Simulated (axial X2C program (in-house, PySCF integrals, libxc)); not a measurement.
# SbIn: properties at the nuclei

Aim: properties at the nuclei of SbIn, with spin–orbit coupling in the Hamiltonian from the start.

Method: two-component X2C with atomic mean-field terms, Sb dyall-cv3z, In dyall-cv3z; program: an in-house X2C program for linear molecules on PySCF integrals.

All values are calculated.

## (1) The job

task.json reads:

```json
{
 "zs": [
  51,
  49
 ],
 "q": 0,
 "bas": [
  "dyall-cv3z",
  "dyall-cv3z"
 ],
 "r0": 2.82,
 "levels": [
  "PBE0",
  "HF",
  "PBE",
  "r2SCAN",
  "B3LYP"
 ],
 "nst": 3
}
```

Keys: zs atomic numbers; q charge; bas basis sets; r0 starting distance in Å; levels methods (HF also brings MP2); nst determinants followed.

Command:

```sh
> python soeom.py task.json out
```

Further steps of the session: Expectation values, lowest determinant; Expectation values, a higher determinant; Expectation values, a higher determinant.

Before running it: what results should come out? Wanted: lowest determinant; Eeff magnitude; Ws magnitude Sb; A∥/gI Sb; qzz Sb; higher determinant (for each run or level that gives them).

**Answer**, as computed:

```
                                        quantity                                            value
                              lowest determinant  Ω = 1 (excess of +ω over −ω: ω = -1/2, ω = 3/2)
                    Eeff magnitude (GV/cm), PBE0                                             2.26
                     Ws magnitude Sb (kHz), PBE0                                            0.345
                            A∥/gI Sb (MHz), PBE0                                             -699
                             qzz Sb (a.u.), PBE0                                            -5.50
                              higher determinant   Ω = 2 (excess of +ω over −ω: ω = 1/2, ω = 3/2)
Eeff magnitude (GV/cm), PBE0, higher determinant                                             5.89
 Ws magnitude Sb (kHz), PBE0, higher determinant                                            0.668
        A∥/gI Sb (MHz), PBE0, higher determinant                                              186
         qzz Sb (a.u.), PBE0, higher determinant                                             3.43
                              higher determinant                             Ω = 0 (closed shell)
         qzz Sb (a.u.), PBE0, higher determinant                                            -5.94
         qzz In (a.u.), PBE0, higher determinant                                            -4.59
                 μ (D), PBE0, higher determinant                                             1.63
```

In the first state, the effective field runs from 0.257 to 9.95 GV/cm over the mean-field levels, so the levels don't agree on it. The expectation values come from single determinants, which for open shells can mix terms of unlike spin or miss the lowest Ω, so a determinant need not be a state. Eeff is the effective electric field on the electron dipole moment in this Ω state and Ws the scalar–pseudoscalar constant (defined with the proton number Z and per Ω); A∥ is the parallel hyperfine constant, which follows by multiplying with the nuclear g factor gI = μI/(I μN); qzz is the electric field gradient, eQq0 = 234.96 MHz × Q/barn × qzz; μ is positive if In is the positive end. The operators were transformed with the bare-nucleus X2C matrices.
